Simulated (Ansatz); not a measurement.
# W (fcc type): the cost of one run

Method: DFT LDA, with the methods named in each step, in Ansatz 0.2.0.

## Step 1: The structure to begin with

Symmetry: Fm-3m, No. 225, cubic system. Conventional cell: a = 3.950 Å, b = 3.950 Å, c = 3.950 Å, α = 90.00°, β = 90.00°, γ = 90.00°. W (site symmetry m-3m) has 12 W at 2.79 Å as nearest neighbours.

As a file:

```cif
data_structure
_symmetry_space_group_name_H-M 'P 1'
_symmetry_Int_Tables_number 1
_cell_length_a 2.7933
_cell_length_b 2.7933
_cell_length_c 2.7933
_cell_angle_alpha 60.000
_cell_angle_beta 60.000
_cell_angle_gamma 60.000
_cell_volume 15.41
loop_
_atom_site_label
_atom_site_type_symbol
_atom_site_fract_x
_atom_site_fract_y
_atom_site_fract_z
_atom_site_occupancy
W1 W 0.00000 0.00000 0.00000 1
```

## Step 2: Fcc relaxed, PAW

input.yaml reads:

```yaml
crystal:
  lattice:
    - [0.0, 1.9751508724, 1.9751508724]
    - [1.9751508724, 0.0, 1.9751508724]
    - [1.9751508724, 1.9751508724, 0.0]
  atoms:
    - { symbol: W, position: [0.0, 0.0, 0.0] }
kpoints:
  mp_grid: { grid: [18, 18, 18] }
scf:
  occupations: { method: fermi_dirac, width: 0.05 }
hamiltonian:
  xc: lda
  pseudopotentials: { kind: paw }
output:
  forces: true
  stress: true
relax:
  f_tol: 0.005
  max_steps: 40
  cell: {}
```

Command:

```console
ansatz run input.yaml --threads 1 --pin off --max-ram 3072MiB --backend cpu --events-out ev --progress --plain --runs-dir out
```

Q: Estimate wall time and peak memory on 1 thread of INTEL XEON PLATINUM 8581C at 2.30GHz (Emerald Rapids), shared host.

About 4 s, with a peak of 0.36 GiB.
